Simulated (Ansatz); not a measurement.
**C₂H₆S₂Si: how energies converge with the basis set**

How large a basis does C₂H₆S₂Si need? Two functionals are run in growing sets.

Program: Ansatz 0.2.0, Gaussian basis. Level of theory: one geometry, several basis sets. These are calculated values, not measurements.

Levels to be run: PBE0-D4/def2-SVP; ωB97M-V/def2-SVP; PBE0-D4/def2-QZVPP; ωB97M-V/def2-QZVPP; the functionals' def2-TZVPP values are taken from earlier runs.

## (1) Structure used throughout

An earlier PBE0-D4 in a triple-zeta def2 set relaxation fixed the geometry.

SMILES `[SiH3]SCC=S`, 11 atoms, charge 0, spin multiplicity 1.

Atoms are counted from 1 here; the program's logs count them from 0.

Bond lengths: Si1–S2 2.142 Å, Si1–H6 1.484 Å, Si1–H7 1.483 Å, Si1–H8 1.484 Å, S2–C3 1.832 Å, C3–C4 1.482 Å, C3–H9 1.089 Å, C3–H10 1.093 Å, C4–S5 1.610 Å, C4–H11 1.092 Å. Angles: S2–Si1–H6 110.0°, S2–Si1–H7 113.2°, S2–Si1–H8 103.0°, H6–Si1–H7 109.8°, H6–Si1–H8 110.9°, H7–Si1–H8 109.9°, Si1–S2–C3 101.2°, S2–C3–C4 107.6°, S2–C3–H9 110.5°, S2–C3–H10 104.9°, C4–C3–H9 112.0°, C4–C3–H10 111.5°, H9–C3–H10 110.1°, C3–C4–S5 124.7°, C3–C4–H11 114.7°, S5–C4–H11 120.5°.

## (2) PBE0-D4 in def2-SVP

File in.yaml:

```yaml
crystal:
  periodic: [false, false, false]
  atoms:
    - {symbol: Si, position_ang: [-1.203989, 0.362773, 1.324151]}
    - {symbol: S, position_ang: [0.111570, 1.509659, 0.083000]}
    - {symbol: C, position_ang: [1.250186, 0.209547, -0.523680]}
    - {symbol: C, position_ang: [0.490479, -0.650543, -1.461272]}
    - {symbol: S, position_ang: [0.009955, -2.153962, -1.143115]}
    - {symbol: H, position_ang: [-0.414915, -0.456809, 2.277314]}
    - {symbol: H, position_ang: [-2.122778, -0.509289, 0.552295]}
    - {symbol: H, position_ang: [-1.979779, 1.405657, 2.039761]}
    - {symbol: H, position_ang: [1.660516, -0.358738, 0.310062]}
    - {symbol: H, position_ang: [2.048126, 0.752681, -1.036188]}
    - {symbol: H, position_ang: [0.216130, -0.167974, -2.401728]}
basis:
  gaussian: {orbitals: def2-SVP}
hamiltonian: {xc: pbe0, dispersion: d4}
output: {orbitals: {seedname: orbitals}}
```

After this run come: ωB97M-V in def2-SVP; PBE0-D4 in def2-QZVPP; ωB97M-V in def2-QZVPP.

Before running them: what should the planned runs give, taken together? Wanted: PBE0-D4: double and triple zeta above quadruple; ωB97M-V: double and triple zeta above quadruple.

**Answer**, as computed:

| quantity | value |
| --- | --- |
| PBE0-D4: double and triple zeta above quadruple | 13.71, 1.04 eV |
| ωB97M-V: double and triple zeta above quadruple | 13.76, 0.99 eV |

What this shows: PBE0-D4 gains 12.67 eV from double to triple zeta, then 1.04 eV more. These are total energies; as a rule much of such shifts cancels in differences, which this series doesn't test.
